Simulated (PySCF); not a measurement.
**[IrN2]+: relaxation and vibrations of the triplet**

Where does triplet [IrN2]+ go from a side-on start, is the end point a minimum, and what are its modes, charges and moments?

Computed with PySCF 2.14.0. Level: PBE0, basis Ir def2-TZVP with ECP60, N def2-TZVP, scalar-relativistic core potentials, no spin–orbit coupling, density fitting.

### Step 1. The system as given

3 atoms, charge 1, spin multiplicity 3.

Bond lengths: Ir1–N2 1.969 Å, Ir1–N3 1.969 Å, N2–N3 1.200 Å. Angles: N2–Ir1–N3 35.5°, Ir1–N2–N3 72.3°, Ir1–N3–N2 72.3°.

```xyz
3
charge 1 multiplicity 3
Ir    0.0000    0.0000   -0.2376
N     0.6000    0.0000    1.6373
N    -0.6000    0.0000    1.6373
```

### Step 2. Relaxation: side-on start, triplet

One driver script runs all steps and calls PySCF; scf.py shows how it sets up the SCF of each step. The optimiser is the driver's own. Before each start the driver seeks the lowest SCF state from one or more starting densities and follows internal instabilities, so scf.py alone need not reach the same state.

The program finds C2v symmetry in the start, which this walk keeps.

Input file scf.py:

```python
from pyscf import gto, scf, dft
mol = gto.M(atom='''
Ir     0.000000     0.000000    -0.237634
N      0.600000    -0.000000     1.637302
N     -0.600000     0.000000     1.637302''',
    basis={'Ir': 'def2-TZVP', 'N': 'def2-TZVP'},
    ecp={'Ir': 'def2-TZVP'},
    charge=1, spin=2)
mf = dft.UKS(mol, xc='PBE0')
mf.grids.atom_grid = (50, 194)
aux = {'Ir': 'def2-universal-JKFIT', 'N': 'def2-universal-JKFIT'}
mf = mf.density_fit(auxbasis=aux)
mf.kernel()
```

The runs that follow: Is it a minimum? Harmonic modes.

Q: Predict the outcome of this session. Wanted: minimum; geometry; wavenumbers; dipole moment; highest occupied, lowest empty level; polar-tensor charge of Ir1; zero-point energy; ⟨S²⟩.

The runs gave:

| quantity | value |
| --- | --- |
| minimum | triplet, C2v |
| geometry | Ir–N 2.153 Å (×2), N–N 1.122 Å; Ir–N–N 74.9° (×2), N–Ir–N 30.2° |
| wavenumbers (cm⁻¹) | 293 (b2), 314 (a1), 2181 (a1) |
| dipole moment (centre of mass) | 0.68 D |
| highest occupied, lowest empty level (either spin) | -14.21, -10.38 eV |
| polar-tensor charge of Ir1 | +0.76 e |
| zero-point energy | 16.7 kJ/mol |
| entropy at 298.15 K | 287.9 J/(mol K) |
| ⟨S²⟩ | 2.005 |

The side-on start keeps its C2v symmetry and ends in a minimum. The strongest infrared band lies at 2181 cm⁻¹ (a1). Most of the spin sits on Ir1 (Mulliken spin 2.01, against 2 for the whole molecule). Other starts or spin states, not run here, may lie lower. One determinant may miss the lowest occupation of an open d or f shell. With an element this heavy the missing spin–orbit coupling can shift these numbers.
